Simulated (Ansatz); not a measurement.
**LaP: equation of state**

An exercise on one series of results from a longer session: the logs are not shown, and one member is left open.

Computed with Ansatz 0.2.0 (DFT LDA, scalar-relativistic, unless a step's input says otherwise).

### Starting point

Symmetry: Fm-3m, No. 225, cubic system. The conventional cell has a = 6.025 Å, b = 6.025 Å, c = 6.025 Å, α = 90.00°, β = 90.00°, γ = 90.00°. La (site symmetry m-3m) is surrounded by 6 P at 3.01 Å. P (site symmetry m-3m) is surrounded by 6 La at 3.01 Å.

Coordinates:

```
La P
1.0
     0.00000    3.01250    3.01250
     3.01250    0.00000    3.01250
     3.01250    3.01250    0.00000
La P
1 1
Direct
  0.00000 0.00000 0.00000
  0.50000 0.50000 0.50000
```

The structure is an experimental refinement, used without relaxation.

Atoms are numbered in the order of the input: La1, P2.

The first run:

File input.yaml:

```yaml
crystal:
  lattice:
    - [0.0, 2.9510031525, 2.9510031525]
    - [2.9510031525, 0.0, 2.9510031525]
    - [2.9510031525, 2.9510031525, 0.0]
  atoms:
    - { symbol: La, position: [0.0, 0.0, 0.0] }
    - { symbol: P, position: [0.5, 0.5, 0.5] }
kpoints:
  mp_grid: { grid: [10, 10, 10] }
  band_path:
    path:
      - [0.0, 0.0, 0.0]
      - [0.5, 0.0, 0.5]
      - [0.625, 0.25, 0.625]
      - [0.375, 0.375, 0.75]
      - [0.0, 0.0, 0.0]
      - [0.5, 0.5, 0.5]
      - [0.5, 0.25, 0.75]
      - [0.5, 0.0, 0.5]
    npoints: 5
scf:
  occupations: { method: fermi_dirac, width: 0.03 }
hamiltonian:
  xc: lda
  pseudopotentials: { kind: all_electron, lapw: { basis_error: 0.001 } }
output:
  forces: true
  stress: true
  eigenvalues: true
```

Command:

```bash
$ ansatz run input.yaml --threads 1 --pin off --max-ram 3072MiB --backend cpu --events-out ev --progress --plain --runs-dir out
```

Steps of the session up to this table: Volume × 0.94, LAPW; Volume × 0.94, PAW; Volume × 0.94, crystal datasets; Volume × 0.98, LAPW; Volume × 0.98, PAW; Volume × 0.98, crystal datasets; Volume × 1.01, LAPW; Volume × 1.01, PAW; Volume × 1.01, crystal datasets; Volume × 1.04, LAPW; Volume × 1.04, PAW; Volume × 1.04, crystal datasets.

One of the session's tables, all rows but one given; the rest of the session is left out.

It belongs to the step «Fits». 

| method | volume (Å³/atom) | pressure (GPa) |
| --- | --- | --- |
| LAPW | 25.699 | 1.62 |
| LAPW | 26.792 | -1.77 |
| LAPW | 27.339 | -3.21 |
| LAPW | 27.612 | -3.87 |
| LAPW | 28.432 | -5.67 |
| PAW | 25.699 | 1.58 |
| PAW | 26.792 | -1.80 |
| PAW | 27.339 | -3.23 |
| PAW | 27.612 | ? |
| PAW | 28.432 | -5.69 |
| crystal datasets | 25.699 | 1.62 |
| crystal datasets | 26.792 | -1.77 |
| crystal datasets | 27.339 | -3.21 |
| crystal datasets | 27.612 | -3.87 |
| crystal datasets | 28.432 | -5.67 |

**Question.** Estimate the row for PAW, 27.612.

As computed: pressure (GPa): -3.90. In the column «pressure (GPa)» it lies between crystal datasets, 28.432 (-5.67) and LAPW, 27.612 (-3.87).

Caveats from the session: Warnings in the runs' records: gradients without spin orbit, crystal datasets made.
